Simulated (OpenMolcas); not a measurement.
# Hf³⁺ among point charges: CASSCF and CASPT2 levels and susceptibility

How does a field of 6 point charges split the states of Hf³⁺, and what χT follows?

The numbers are computed with OpenMolcas 26.06 (state-averaged CASSCF and CASPT2, spin-orbit coupling by RASSI with atomic mean-field integrals), except any that are marked as measured or tabulated.

## Step 1: The atom as given

* Species: Hf³⁺ (hafnium, Z = 72, 69 electrons)
* Basis: ANO-RCC-VDZP [7s6p4d2f1g], 68 functions
* Scalar Hamiltonian: DKH2, point nucleus
* Inactive shells: 1s 2s 2p 3s 3p 3d 4s 4p 4d 4f 5s 5p
* Active space: 1 electron in 5 orbitals (5d)
* Some configurations of this space: 5d
* Orbitals: optimised for each spin and parity, averaged over all roots

The outer shells:

5d
```
5d [↑ ][  ][  ][  ][  ]
```

The ion sits among 6 point charges of -1.36 e arranged as an octahedron (Oh), 1.81 Å from the ion.

The work runs as a chain of OpenMolcas steps in one folder; each step below is one input file. Labels, J, g values, rates, χT and fits are worked out afterwards by a script from the matrices that RASSI stores. The input lists half of the charges; inversion (Group=XYZ) makes the rest.

## Step 2: Basis and integrals

Contents of a.inp:

```
&GATEWAY
Coord
1

Hf 0.0 0.0 0.0
Basis=ANO-RCC-VDZP
Group=XYZ
NoMove
AngMom=0.0 0.0 0.0
AMFI
XField
3 Angstrom 0
1.810000 0.000000 0.000000 -1.360000
0.000000 1.810000 0.000000 -1.360000
0.000000 0.000000 1.810000 -1.360000
&SEWARD
```

On the command line:

```
OMP_NUM_THREADS=1 MOLCAS_MEM=1689 MOLCAS_PROJECT=a pymolcas a.inp > a.log
```

Standard output:

```text
Basis set label: HF.ANO-RCC...7S6P4D2F1G.

      Electronic valence basis set:
      ------------------
      Associated Effective Charge  72.000000 au
      Associated Actual Charge     72.000000 au
      Nuclear Model: Point charge

      Shell  nPrim  nBasis  Cartesian Spherical Contaminant
         s      24       7        X
         p      21       6        X
         d      15       4                 X
         f      11       2                 X
         g       4       1                 X
                  Relativistic Douglas-Kroll-Hess integrals:
                    - DKH order of Hamiltonian: 2
                    - DKH order of Properties : 0
                  Atomic mean-field integrals
```

## Step 3: Reference wave functions, doublets of even parity, 5 roots

Contents of a.inp:

```
&RASSCF
FileOrb=start.orb
Symmetry=1
Spin=2
nActEl=1 0 0
Inactive=15 19
Ras2=5 0
CIRoot=5 5 1
SDav=5
CIMx=300
Iter=120 100
PrWF=0.3
OrbListing=Nothing
MaxOrb=0
>>> COPY $Project.JobIph JOB001
```

start.orb holds the contracted functions of the basis, ordered by shell, or the orbitals of the step before.

Standard output, shortened:

```text
[...]
      Number of active orbitals                  5
[...]
      Spin quantum number                      0.5
[...]
      Active orbitals                            5   0
[...]
      Number of CSFs                             5
      Number of root(s) required                 5
[...]
      Convergence after 13 iterations
[...]
      Natural orbitals and occupation numbers for root  1
      sym 1:   0.000000   1.000000  -0.000000   0.000000  -0.000000
      Natural orbitals and occupation numbers for root  2
      sym 1:   1.000000   0.000000   0.000000   0.000000   0.000000
      Natural orbitals and occupation numbers for root  3
      sym 1:   1.000000   0.000000  -0.000000  -0.000000   0.000000
::    RASSCF root number  1 Total energy: -15069.78051568
::    RASSCF root number  2 Total energy: -15069.78051568
::    RASSCF root number  3 Total energy: -15069.78051568
::    RASSCF root number  4 Total energy: -15069.62544747
::    RASSCF root number  5 Total energy: -15069.62544747
```

## Step 4: State interaction with spin-orbit coupling

Contents of a.inp:

```
&RASSI
NrOfJobIphs=1 5
1 2 3 4 5
IphNames
JOB001
EJob
SpinOrbit
DIPRint=1.0
SOCoupling=1000.0
Subsets=2
Property=9
'ANGMOM' 1 'ANGMOM' 2 'ANGMOM' 3 'MLTPL  1' 1 'MLTPL  1' 2 'MLTPL  1' 3
'AMFI' 1 'AMFI' 2 'AMFI' 3
SOProperty=3
'ANGMOM' 1 'ANGMOM' 2 'ANGMOM' 3
```

Standard output, shortened:

```text
SPIN-FREE ENERGIES:
  (Shifted by EMIN (a.u.) =     -15069.7805156816)
 SF State       Relative EMIN(au)   Rel lowest level(eV)    D:o, cm**(-1)      L_eff
     1             0.0000000000        0.0000000000              0.0000         2.0
     2             0.0000000000        0.0000000000              0.0000         2.0
     3             0.0000000000        0.0000000000              0.0000         2.0
     4             0.1550682081        4.2196209049          34033.5378         2.0
     5             0.1550682081        4.2196209049          34033.5378         2.0
     Dipole printing threshold changed to   1.00000000E+00
Eigenvalues of complex Hamiltonian:
   -----------------------------------
  (Shifted by EMIN (a.u.) =     -15069.7805156816)
 SO State       Relative EMIN(au)   Rel lowest level(eV)    D:o, cm**(-1)     J-value
     1            -0.0030231152        0.0000000000              0.0000         1.0
     2            -0.0030231152        0.0000000000              0.0000         1.0
     3            -0.0030231152        0.0000000000              0.0000         1.8
     4            -0.0030231152        0.0000000000              0.0000         1.8
     5             0.0051431734        0.2222160334           1792.2932         1.9
     6             0.0051431734        0.2222160334           1792.2932         1.9
     7             0.1555197366        4.3141707769          34796.1340         1.2
     8             0.1555197366        4.3141707769          34796.1340         1.2
     9             0.1555197366        4.3141707769          34796.1340         2.1
    10             0.1555197366        4.3141707769          34796.1340         2.1
Weights of the five most important spin-orbit-free states for each spin-orbit state.
[...]
```

Time for these steps: 2.1 s (1 thread of Arm Neoverse V1, shared host).

States without spin-orbit coupling:

| state | degeneracy | E (cm-1) | free-ion L (%) |
| --- | --- | --- | --- |
| 2T2 | 3 | 0 | D (100) |
| 2E | 2 | 34034 | D (100) |

With spin-orbit coupling:

```tsv
E (cm-1)	Degeneracy	Label	2S+1	g
0.0	4	Γ8	2	
1792	2	Γ7	2	2.00 2.00 2.00
34796	4	Γ8	2
```

Principal g values are given for doublets only; a zero marks a field direction without first-order Zeeman splitting.

Powder χT (cm³ K/mol): 0.01 at 2 K, 0.01 at 5 K, 0.01 at 10 K, 0.01 at 20 K, 0.02 at 50 K, 0.03 at 100 K, 0.05 at 150 K, 0.06 at 200 K, 0.08 at 250 K, 0.09 at 300 K.

A ligand-field fit to the states below 45000 cm-1 gives 10Dq = 34034 cm-1, the gap between the two states.

Orbitals of the lowest block (energies include the constant potential of the surroundings):

| shell | space | energy (hartree) | mean occupation | ⟨r²⟩ (bohr²) |
| --- | --- | --- | --- | --- |
| 1s | inactive | -2408.2962 | 2.000 | 0.000463 |
| 2s | inactive | -416.0441 | 2.000 | 0.00755 |
| 2p | inactive | -366.3970 | 6.000 | 0.00621 |
| 3s | inactive | -95.9669 | 2.000 | 0.0495 |
| 3p | inactive | -80.7600 | 6.000 | 0.0500 |
| 3d | inactive | -62.0926 | 10.000 | 0.0419 |
| 4s | inactive | -19.3988 | 2.000 | 0.248 |
| 4p | inactive | -14.2909 | 6.000 | 0.281 |
| 4d | inactive | -7.4361 | 10.000 | 0.334 |
| 4f | inactive | 0.1739 | 14.000 | 0.553 |
| 5s | inactive | -1.6094 | 2.000 | 1.49 |
| 5p | inactive | -0.2562 | 6.000 | 2.00 |
| 5d | RAS2 |  | 1.000 | 6.97 |

## Step 5: CASPT2: IPEA 0.25, imaginary shift 0.1 (closed shells correlated: 4f 5s 5p)

Contents of a.inp:

```
>>> COPY JOB001 $Project.JobIph
&CASPT2
Multistate=5 1 2 3 4 5
NoMult
Frozen=14 9
IPEA=0.25
Imaginary=0.1
MaxIter=60
WThr=0.0 0.3 0.05
PrWF=0.5
NoMix
```

Standard output:

```text
Orbital specifications:
      -----------------------

      Symmetry species                           1   2
                                                ag  au
      Frozen orbitals                           14   9
      Inactive orbitals                          1  10
      Active orbitals                            5   0
      Secondary orbitals                        16  13
      Deleted orbitals                           0   0
      Number of basis functions                 36  32
Type of calculation                        SS-CASPT2
      Fock operator                              state-specific
      IPEA shift                                 0.25
      Real shift                                 0.00
      Imaginary shift                            0.10
      The input orbitals will be transformed to quasi-canonical
Reference energy:      -15069.7805156816
      E2 (Non-variational):      -0.9052492608
      Shift correction:          -0.0001620149
      E2 (Variational):          -0.9054112757
      Total energy:          -15070.6859269572
      Residual norm:              0.0000001871
      Reference weight:           0.90446
      Contributions to the CASPT2 correlation energy
      Active & Virtual Only:          0.0000000003
      One Inactive Excited:          -0.0288341807
      Two Inactive Excited:          -0.8764150804
Reference energy:      -15069.7805156815
      E2 (Non-variational):      -0.9052551828
      Shift correction:          -0.0001620329
      E2 (Variational):          -0.9054172157
      Total energy:          -15070.6859328972
      Residual norm:              0.0000001871
      Reference weight:           0.90446
      Contributions to the CASPT2 correlation energy
      Active & Virtual Only:          0.0000000003
      One Inactive Excited:          -0.0288335988
      Two Inactive Excited:          -0.8764215844
::    CASPT2 Root  1     Total energy: -15070.68592696
::    CASPT2 Root  2     Total energy: -15070.68593290
::    CASPT2 Root  3     Total energy: -15070.68593293
::    CASPT2 Root  4     Total energy: -15070.53486886
::    CASPT2 Root  5     Total energy: -15070.53486273
```

This run: 0.97 s of run time, 1 thread of Arm Neoverse V1, shared host.

SS-CASPT2: lowest energy less the reference's lowest, -0.9054 hartree; reference weights 0.904.

States without spin-orbit coupling:

| state | degeneracy | E (cm-1) | free-ion L (%) |
| --- | --- | --- | --- |
| 2T2 | 3 | 0 | D (100) |
| 2E | 2 | 33155 | D (100) |

With spin-orbit coupling:

```csv
E (cm-1),Degeneracy,Label,2S+1,g
0,4,Γ8,2,
1790,2,Γ7,2,2.00 2.00 2.00
33920,4,Γ8,2,
```

Powder χT (cm³ K/mol): 0.01 at 2 K, 0.01 at 5 K, 0.01 at 10 K, 0.01 at 20 K, 0.02 at 50 K, 0.03 at 100 K, 0.05 at 150 K, 0.06 at 200 K, 0.08 at 250 K, 0.09 at 300 K.

A ligand-field fit to the states below 45000 cm-1 gives 10Dq = 33155 cm-1, the gap between the two states.

## Step 6: The methods side by side

A. CASSCF
B. SS-CASPT2, IPEA 0.25, imaginary shift 0.1 (closed shells correlated: 4f 5s 5p)

| method | ground state | first state of that spin (cm-1) | first gap with spin-orbit (cm-1) | χT at 300 K |
| --- | --- | --- | --- | --- |
| A | 2T2 | 2E 34030 | 1792.3 | 0.09 |
| B | 2T2 | 2E 33150 | 1794.9 | 0.09 |

## Step 7: What came out

```
                                            quantity                                                                           value
                                              method  SS-CASPT2, IPEA 0.25, imaginary shift 0.1 (closed shells correlated: 4f 5s 5p)
                              spin-free ground state                                                 2T2, 3-fold in its orbital part
first state of the same spin within the active space                                                                2E at 33200 cm⁻¹
                                        lowest level                                                                       4-fold Γ8
                                          next level                                                                     1794.9 cm⁻¹
                                         χT at 300 K                                                                  0.09 cm³ K/mol
                           effective moment at 300 K                                                                         0.85 μB
```

Cost by method:

| method | time of its own steps | time with the reference |
| --- | --- | --- |
| A. CASSCF | 2.1 s | 2.1 s |
| B. SS-CASPT2, IPEA 0.25, imaginary shift 0.1, +4f 5s 5p | 0.97 s | 3.1 s |

Times are of one thread on a shared host.

What this shows: The spin-free ground state (2T2) comes to 100 % from free-ion D terms and keeps the highest spin of the shell. χT at 300 K is 0.09, against 0.38 cm³ K/mol for the spin alone, so orbital moment lowers it. A ligand-field fit to the states below 45000 cm-1 gives 10Dq = 33155 cm-1, the gap between the two states. The field of point charges can differ much from that of real complexes. Point charges carry no covalency, so the field is a model and not that of real ligands.
